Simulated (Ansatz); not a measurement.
# C₂H₉InN₂O: up Jacob's ladder to CCSD(T)

Aim: compute C₂H₉InN₂O with functionals from several rungs and with coupled cluster, and see how far each lands from CCSD(T) at the basis-set limit for the atomisation energy.

Computed with Ansatz 0.2.0, Gaussian basis. Level: functionals in def2-TZVPP, the program's frozen cores in correlated methods.

Plan: LDA (SPW92), PBE-D4, revPBE-D4, BLYP-D4, r2SCAN-D4, B97M-V, PBE0-D4, B3LYP-D4, r2SCANh-D4, r2SCAN0-D4, HSE06-D4, BHLYP-D4, CAM-B3LYP-D4, LC-ωPBE, ωB97X-V, ωB97M-V, B2PLYP, PBE-QIDH; CCSD(T)/def2-SVP; CCSD(T)/def2-TZVPP; MP2/def2-QZVPP; extrapolation to the limit; RPA on PBE.

## (1) The geometry

An earlier PBE0-D4 in a triple-zeta def2 set relaxation fixed the geometry. In takes the def2 core potential; no spin-orbit term is included.

SMILES `C[N](C)[In]([NH2])[OH]`, 15 atoms, charge 0, spin multiplicity 1.

Atoms are counted from 1 here; the program's logs count them from 0.

Bond lengths: C1–N2 1.437 Å, C1–H7 1.101 Å, C1–H8 1.102 Å, C1–H9 1.093 Å, N2–C3 1.438 Å, N2–In4 2.010 Å, C3–H10 1.093 Å, C3–H11 1.101 Å, C3–H12 1.102 Å, In4–N5 2.017 Å, In4–O6 1.988 Å, N5–H13 1.011 Å, N5–H14 1.011 Å, O6–H15 0.959 Å. Angles: N2–C1–H7 111.5°, N2–C1–H8 112.4°, N2–C1–H9 111.3°, H7–C1–H8 106.9°, H7–C1–H9 107.2°, H8–C1–H9 107.3°, C1–N2–C3 113.0°, C1–N2–In4 123.4°, C3–N2–In4 123.1°, N2–C3–H10 111.3°, N2–C3–H11 111.3°, N2–C3–H12 112.4°, H10–C3–H11 107.1°, H10–C3–H12 107.5°, H11–C3–H12 106.9°, N2–In4–N5 124.6°, N2–In4–O6 118.3°, N5–In4–O6 116.5° and more.

## (2) LDA

This LDA is Slater exchange with PW92 correlation.

in.yaml

```yaml
crystal:
  periodic: [false, false, false]
  atoms:
    - {symbol: C, position_ang: [-1.609836, 0.173465, 1.058131]}
    - {symbol: N, position_ang: [-0.291053, -0.133492, 0.577795]}
    - {symbol: C, position_ang: [0.371204, -1.142153, 1.359677]}
    - {symbol: In, position_ang: [0.453053, 0.583374, -1.145995]}
    - {symbol: N, position_ang: [2.294727, 0.173224, -1.858159]}
    - {symbol: O, position_ang: [-0.584087, 1.975682, -2.114791]}
    - {symbol: H, position_ang: [-1.584645, 0.546245, 2.094085]}
    - {symbol: H, position_ang: [-2.274330, -0.705693, 1.049660]}
    - {symbol: H, position_ang: [-2.084720, 0.946084, 0.447771]}
    - {symbol: H, position_ang: [1.380374, -1.334967, 0.986824]}
    - {symbol: H, position_ang: [0.468275, -0.833593, 2.412333]}
    - {symbol: H, position_ang: [-0.172831, -2.100724, 1.356239]}
    - {symbol: H, position_ang: [2.616871, -0.774145, -1.716725]}
    - {symbol: H, position_ang: [2.416841, 0.407370, -2.834159]}
    - {symbol: H, position_ang: [-1.399851, 2.219333, -1.672695]}
basis:
  gaussian: {orbitals: def2-TZVPP}
hamiltonian: {xc: lda}
output: {orbitals: {seedname: orbitals}}
```

Started as:

```console
$ ansatz run in.yaml --threads 2 --pin off --events-out ev --progress --plain --max-ram 32768MiB --backend cuda --devices 0, --max-vram 18GiB
```

After this run come: PBE-D4 (GGA); revPBE-D4 (GGA); BLYP-D4 (GGA); r2SCAN-D4 (meta-GGA); B97M-V (meta-GGA); B3LYP-D4 (hybrid); r2SCANh-D4 (hybrid); r2SCAN0-D4 (hybrid); HSE06-D4 (hybrid); BHLYP-D4 (hybrid); CAM-B3LYP-D4 (range-separated); LC-ωPBE (range-separated); ωB97X-V (range-separated); ωB97M-V (range-separated); B2PLYP (double hybrid); PBE-QIDH (double hybrid); CCSD(T) in def2-SVP; CCSD(T) in def2-TZVPP; MP2 in def2-QZVPP; RPA on PBE orbitals.

Before running them: what should the planned runs give, taken together? Wanted: atomisation energy, CCSD(T)/CBS; farthest beyond LDA; mean size of error, GGA; mean size of error, meta-GGA; mean size of error, hybrid; mean size of error, range-separated; mean size of error, double hybrid; gap, smallest and largest; T1 diagnostic.

As calculated:

```
                               quantity                                                                                             value
        atomisation energy, CCSD(T)/CBS                                                                                         54.211 eV
    functionals within 0.542 eV (1.0 %)  BLYP-D4, r2SCAN-D4, B97M-V, PBE0-D4, B3LYP-D4, HSE06-D4, CAM-B3LYP-D4, LC-ωPBE, ωB97X-V, ωB97M-V
                    farthest beyond LDA                                                                              BHLYP-D4 (-2.247 eV)
                mean size of error, GGA                                                                                          0.579 eV
           mean size of error, meta-GGA                                                                                          0.477 eV
             mean size of error, hybrid                                                                                          0.965 eV
    mean size of error, range-separated                                                                                          0.134 eV
      mean size of error, double hybrid                                                                                          0.921 eV
              gap, smallest and largest                                                          2.73 eV (LDA (SPW92)), 9.90 eV (LC-ωPBE)
                          T1 diagnostic                                                                                            0.0147
triples share of the correlation energy                                                                                             3.7 %
```

**Reading.** The LDA atomisation energy is off by 8.096 eV (15 %): it overbinds. PBE-D4 is off by +0.867 eV. Double hybrids carry the basis error of their MP2 part in triple zeta, and no dispersion term here, so their miss is partly the set-up's. The rungs range-separated, meta-GGA miss on average by less than the doubt on the reference (0.542 eV), so they tie. The reference freezes the cores and leaves out spin-orbit coupling and excitations past (T), and its outer-core shells are covered unevenly, so misses under about 0.542 eV can't be ranked. All levels share the lack of spin-orbit coupling, which lowers the free heavy atoms and so the true binding. Hartree-Fock recovers 68 % of the binding; the rest is correlation. CCSD(T) in def2-SVP is off by -3.845 eV, so the small basis spoils what the method gains. The gap grows from 2.7 to 9.9 eV across the functionals, mostly with the share of exact exchange. Correlated methods include outer-core shells of In, which these sets cover unevenly.
